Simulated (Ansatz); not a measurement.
# BFH4NP: the cost of one run

Computed with Ansatz 0.2.0, driven from Python. Level of theory: MP2/def2-SVP.

## (1) Starting point

Bond lengths: N1–B2 1.521 Å, B2–F3 1.444 Å, B2–P4 1.932 Å, N1–H5 1.045 Å, N1–H6 1.045 Å, P4–H7 1.453 Å, P4–H8 1.453 Å. Angles: N1–B2–F3 119.8°, N1–B2–P4 120.5°, F3–B2–P4 119.7°, B2–N1–H5 107.2°, B2–N1–H6 107.2°, H5–N1–H6 107.2°, B2–P4–H7 94.6°, B2–P4–H8 93.6°, H7–P4–H8 94.8°.

No structure file is read: the coordinates are typed or built in the script.

## (2) Script

field.py

```python
"""Dipole of BFH4NP in the field of point charges."""

import ansatz as az
from ase import Atoms
import numpy as np

BASIS = "def2-SVP"
METHOD = "mp2"


def main() -> None:
    atoms = Atoms(["N", "B", "F", "P", "H", "H", "H", "H"], positions=[
        [-1.3218, -0.524, -0.1802],
        [-0.376, 0.6648, -0.1021],
        [-0.7944, 1.9492, -0.6129],
        [1.3749, 0.4748, 0.6931],
        [-1.4524, -0.8784, 0.7937],
        [-0.8325, -1.2731, -0.7193],
        [1.3378, -0.9775, 0.7099],
        [2.0644, 0.5642, -0.5822],
    ])
    mol = az.Crystal.molecule_from_ase(atoms)

    setup = (
        mol.calculation()
        .basis(gaussian=BASIS)
        .correlation(METHOD)
        .forces()
    )
    # charges +q and -q at -R and +R make a nearly even field 2 k q / R^2 at the centre
    centre = np.mean([site.position_ang for site in mol.cartesian_sites], axis=0)
    field = 2 * 14.399645 * 4.0 / 40.0 ** 2


    def dipole(axis, sign):
        arm = 40.0 * np.eye(3)[axis]
        pair = [{"charge": sign * 4.0, "position_ang": (centre - arm).tolist()}, {"charge": -sign * 4.0, "position_ang": (centre + arm).tolist()}]
        deck = setup.input().set(az.key.basis.gaussian.point_charges, pair)
        return np.array(az.Session.from_dict(deck).plan().execute().report["charge_distribution"]["dipole_moment_e_ang"])


    print(f"field {field:.4f} V/A")
    alpha = np.array([(dipole(axis, 1) - dipole(axis, -1)) / (2 * field) * 14.399645 for axis in range(3)])
    print("polarisability tensor (A^3)")
    print(np.array2string(alpha, precision=3, suppress_small=True))
    print(f"mean {np.trace(alpha) / 3:.3f} A^3 = {np.trace(alpha) / 3 / 0.14818471:.2f} bohr^3")


if __name__ == "__main__":
    main()
```

## (3) The run

Command:

```console
> python field.py
```

**Question.** How long does this script take on 1 thread of Arm Neoverse V1, shared host, and how much memory does it need?

About 12 s, with a peak of 0.22 GiB.
